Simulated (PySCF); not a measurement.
# One shape, several levels: CH2AlNO (SMILES O=C=[N][AlH2])

Wanted: a comparison of 6 runs (HF/STO-3G, HF/cc-pVDZ, HF/def2-SVP, B3LYP/6-31G*, BLYP/6-311+G**) of CH2AlNO. 

The calculation is run with PySCF 2.14.0.

## Step 1: The structure to begin with

The species is CH2AlNO (6 atoms), meant as a singlet with charge 0. As SMILES, `O=C=[N][AlH2]`. The coordinates come from a PBE0-D4/def2-TZVP relaxation.

Bond lengths: O1–C2 1.166 Å, C2–N3 1.196 Å, N3–Al4 1.770 Å, Al4–H5 1.575 Å, Al4–H6 1.575 Å. Angles: O1–C2–N3 180.0°, C2–N3–Al4 179.7°, N3–Al4–H5 117.5°, N3–Al4–H6 117.5°, H5–Al4–H6 125.0°.

## Step 2: Energy and forces at HF/STO-3G (run 1)

Contents of input.xyz:

```xyz
6

O      1.702300    -2.146700     0.966300
C      1.019700    -1.287700     0.572500
N      0.319600    -0.406900     0.168300
Al    -0.716100     0.900800    -0.422500
H     -1.263800     0.785800    -1.894800
H     -1.019700     2.090500     0.564100
```

Contents of run.py:

```python
from pyscf import gto, scf

mol = gto.Mole()
mol.atom = 'input.xyz'
mol.spin = 0
mol.max_memory = 1860
mol.charge = 0
mol.verbose = 4
mol.basis = 'sto-3g'
mol.build()

mf = scf.RHF(mol)
mf.conv_tol = 1e-10
mf.kernel()
if not mf.converged:
    mf = mf.newton().run(mf.mo_coeff, mf.mo_occ)

e_tot = mf.e_tot
print('Final energy', e_tot)
grad = mf.nuc_grad_method().kernel()
mf.analyze()
```

Started as:

```
$ OMP_NUM_THREADS=1 python run.py
```

Standard output:

```text
PySCF version 2.14.0

[... 78 lines left out ...]
Nuclear Repulsion Energy =             122.180458427581357
[... 7 lines left out ...]
MO #2   energy= -20.2636260651905  occ= 2
[... 5 lines left out ...]
MO #8   energy= -2.99170742128772  occ= 2
[... 5 lines left out ...]
MO #14  energy= -0.53921929166928  occ= 2
[... 5 lines left out ...]
MO #20  energy= 0.399631893394971  occ= 0
[... 5 lines left out ...]
MO #26  energy= 1.50798049907867   occ= 0
[... 35 lines left out ...]
Dipole moment(X, Y, Z, Debye): -1.74668,  2.20351, -0.99969
```

Run time: 3.9 s. Hardware: 1 thread of Intel Xeon at 2.50GHz (Skylake/Cascade Lake), shared host; peak memory 0.12 GiB.

## Step 3: Energy and forces at HF/cc-pVDZ (run 2)

Contents of mol.xyz:

```xyz
6
CH2AlNO
O      1.702300    -2.146700     0.966300
C      1.019700    -1.287700     0.572500
N      0.319600    -0.406900     0.168300
Al    -0.716100     0.900800    -0.422500
H     -1.263800     0.785800    -1.894800
H     -1.019700     2.090500     0.564100
```

Contents of input.py:

```python
from pyscf import gto, scf

system = gto.M(
    atom='mol.xyz',
    max_memory=1860,
    spin=0,
    verbose=3,
    basis='cc-pvdz',
)

mf = scf.RHF(system)
mf.conv_tol = 1e-10
mf.kernel()
if not mf.converged:
    mf = mf.newton().run(mf.mo_coeff, mf.mo_occ)

e_tot = mf.e_tot
print('E = %.10f Eh' % e_tot)
grad = mf.nuc_grad_method().kernel()
mf.analyze()
```

Started as:

```
$ OMP_NUM_THREADS=1 python input.py
```

Standard output:

```text
converged SCF energy = -410.324755843444
[... 20 lines left out ...]
MO #10  energy= -1.2359848366399   occ= 2
[... 11 lines left out ...]
MO #22  energy= 0.177964959763937  occ= 0
[... 11 lines left out ...]
MO #34  energy= 0.575307722205575  occ= 0
[... 11 lines left out ...]
MO #46  energy= 1.37002849548862   occ= 0
[... 11 lines left out ...]
MO #58  energy= 2.14585993646768   occ= 0
[... 11 lines left out ...]
MO #70  energy= 3.89487596462292   occ= 0
[... 7 lines left out ...]
Dipole moment(X, Y, Z, Debye): -1.32494,  1.67109, -0.75894
```

Wall time 13 s (1 thread of Intel Xeon at 2.50GHz (Skylake/Cascade Lake), shared host); peak memory 0.14 GiB.

Runs 3 to 4 aren't shown in full; the table further down has their settings and results.

## Step 4: Energy and forces at B3LYP/6-31G(d) (Cartesian functions) (run 5)

Contents of run.py:

```python
from pyscf import gto, dft

molecule = gto.M(
    atom='''
O    1.702300  -2.146700   0.966300
C    1.019700  -1.287700   0.572500
N    0.319600  -0.406900   0.168300
Al  -0.716100   0.900800  -0.422500
H   -1.263800   0.785800  -1.894800
H   -1.019700   2.090500   0.564100
''',
    verbose=4,
    spin=0,
    cart=True,
    max_memory=1860,
    basis='6-31g*',
)

mf = dft.RKS(molecule, xc='b3lyp')
mf.conv_tol = 1e-10
mf.grids.level = 5
mf.kernel()
if not mf.converged:
    mf = mf.newton().run(mf.mo_coeff, mf.mo_occ)

etot = mf.e_tot
print('E(%s) = %.9f' % ('B3LYP', etot))
grad = mf.nuc_grad_method().kernel()
dip = mf.dip_moment()
pop, q = mf.mulliken_pop()
```

Started as:

```
$ OMP_NUM_THREADS=1 python run.py
```

Standard output:

```text
PySCF version 2.14.0

[... 75 lines left out ...]
converged SCF energy = -411.756516588709
[... 14 lines left out ...]
Dipole moment(X, Y, Z, Debye): -1.12838,  1.42335, -0.64609
[... 75 lines left out ...]
charge of    5H =     -0.09511
```

It took 39 s on 1 thread of Intel Xeon at 2.50GHz (Skylake/Cascade Lake), shared host; peak memory 0.67 GiB.

## Step 5: Energy and forces at BLYP/6-311+G(d,p) (run 6)

Contents of start.xyz:

```xyz
6

O      1.702300    -2.146700     0.966300
C      1.019700    -1.287700     0.572500
N      0.319600    -0.406900     0.168300
Al    -0.716100     0.900800    -0.422500
H     -1.263800     0.785800    -1.894800
H     -1.019700     2.090500     0.564100
```

Contents of calc.py:

```python
from pyscf import gto, dft

mol = gto.M(
    atom='start.xyz',
    max_memory=1860,
    charge=0,
    basis='6-311+g**',
    verbose=4,
)

myscf = dft.RKS(mol, xc='blyp')
myscf.grids.level = 5
myscf.conv_tol = 1e-10
myscf.kernel()
if not myscf.converged:
    myscf = myscf.newton().run(myscf.mo_coeff, myscf.mo_occ)

energy = myscf.e_tot
print(f'total energy: {energy:.8f} hartree')
grad = myscf.nuc_grad_method().kernel()
myscf.analyze()
```

Started as:

```
$ OMP_NUM_THREADS=1 python calc.py
```

Standard output:

```text
PySCF version 2.14.0

[... 109 lines left out ...]
MO #8   energy= -2.55360351680803  occ= 2
[... 19 lines left out ...]
MO #28  energy= 0.0619901488322247 occ= 0
[... 19 lines left out ...]
MO #48  energy= 0.41388827248351   occ= 0
[... 19 lines left out ...]
MO #68  energy= 1.2049549790727    occ= 0
[... 19 lines left out ...]
MO #88  energy= 2.75545295711508   occ= 0
[... 19 lines left out ...]
MO #108 energy= 119.724340696191   occ= 0
[... 117 lines left out ...]
Dipole moment(X, Y, Z, Debye): -1.21089,  1.52745, -0.69328
```

Run time: 75 s. Hardware: 1 thread of Intel Xeon at 2.50GHz (Skylake/Cascade Lake), shared host; peak memory 1.1 GiB.

## Step 6: The series

```tsv
run	level	integration grid	Cartesian functions	energy (Eh)	dipole moment (D)	HOMO energy (eV)	LUMO energy (eV)	wall time
1	HF/STO-3G	–	no	-405.170737	2.98	-7.54	7.72	3.9 s
2	HF/cc-pVDZ	–	no	-410.324756	2.26	-11.41	1.06	13 s
3	HF/def2-SVP	–	no	-410.110071	2.26	-11.52	1.15	7.5 s
4	B3LYP/6-31G* (spherical functions)	5	no	-411.751860	1.92	-7.91	-1.83	40 s
5	B3LYP/6-31G* (Cartesian functions)	5	yes	-411.756517	1.93	-7.91	-1.83	39 s
6	BLYP/6-311+G**	5	no	-411.787258	2.07	-6.95	-2.45	75 s
```

## Step 7: Results

| quantity | value |
| --- | --- |
| run 6: total energy | -411.78726 Eh |
| run 6: dipole moment | 2.07 D |
| run 6: HOMO energy | -6.95 eV |
| run 6: LUMO energy | -2.45 eV |
| run 6: HOMO–LUMO gap | 4.50 eV |
| run 6: largest force on an atom | 1.836 eV/Å |

What this shows: The dipole moment (its size) runs from 1.92 D (B3LYP/6-31G*) to 2.98 D (HF/STO-3G). The two ends differ in method and basis. The HOMO–LUMO gap runs from 4.50 eV (BLYP/6-311+G**) to 15.26 eV (HF/STO-3G). Totals of different functionals can't be ranked against each other. In run 1 the basis is minimal, so the values are rough. All runs together took 3 min, the longest 75 s.
